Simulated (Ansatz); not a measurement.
# C2H4BCl: the cost of one run

All numbers below are computed with Ansatz 0.2.0 (RHF/def2-SVP).

## (1) Starting point

Bond lengths: Cl1–B2 1.680 Å, B2–C3 1.535 Å, B2–C4 1.535 Å, C3–C4 1.548 Å, C3–H5 1.081 Å, C3–H6 1.081 Å, C4–H7 1.082 Å, C4–H8 1.081 Å. Angles (14 of 15 angles, heavy atoms first): Cl1–B2–C3 149.7°, Cl1–B2–C4 149.7°, C3–B2–C4 60.6°, B2–C3–C4 59.7°, B2–C4–C3 59.7°, B2–C3–H5 122.0°, B2–C3–H6 121.9°, C4–C3–H5 116.5°, C4–C3–H6 116.4°, B2–C4–H7 121.9°, B2–C4–H8 122.0°, C3–C4–H7 116.5°, C3–C4–H8 116.5°, H5–C3–H6 110.8°.

Coordinates:

```xyz
8

Cl   -2.4938    0.8104   -0.4130
B    -0.9155    0.2974   -0.1508
C     0.5508    0.6274    0.1592
C     0.1081   -0.8415   -0.0499
H     1.2146    1.0422   -0.5869
H     0.8783    0.8946    1.1546
H     0.4953   -1.3413   -0.9276
H     0.1622   -1.4892    0.8145
```

## (2) End point A

input.yaml

```yaml
crystal:
  periodic: [false, false, false]
  atoms:
    - { symbol: Cl, position_ang: [-2.49378, 0.81043, -0.41299] }
    - { symbol: B, position_ang: [-0.91548, 0.29743, -0.15079] }
    - { symbol: C, position_ang: [0.55078, 0.62736, 0.15915] }
    - { symbol: C, position_ang: [0.10808, -0.84153, -0.04991] }
    - { symbol: H, position_ang: [1.21463, 1.04222, -0.58691] }
    - { symbol: H, position_ang: [0.87828, 0.89457, 1.15462] }
    - { symbol: H, position_ang: [0.4953, -1.34126, -0.92762] }
    - { symbol: H, position_ang: [0.16218, -1.48922, 0.81446] }
basis:
  gaussian: { orbitals: def2-SVP }
hamiltonian:
  xc: hf
relax:
  f_tol: 0.02
  max_steps: 50
```

The run is started by

```sh
ansatz run input.yaml --threads 1 --pin off --max-ram 2048MiB --backend cpu --events-out ev --progress --plain --runs-dir out
```

**Question.** How long does this run take on 1 thread of AMD EPYC 7R13 (Zen 3), shared host, and how much memory does it need?

About 5.6 s, with a peak of 0.16 GiB.
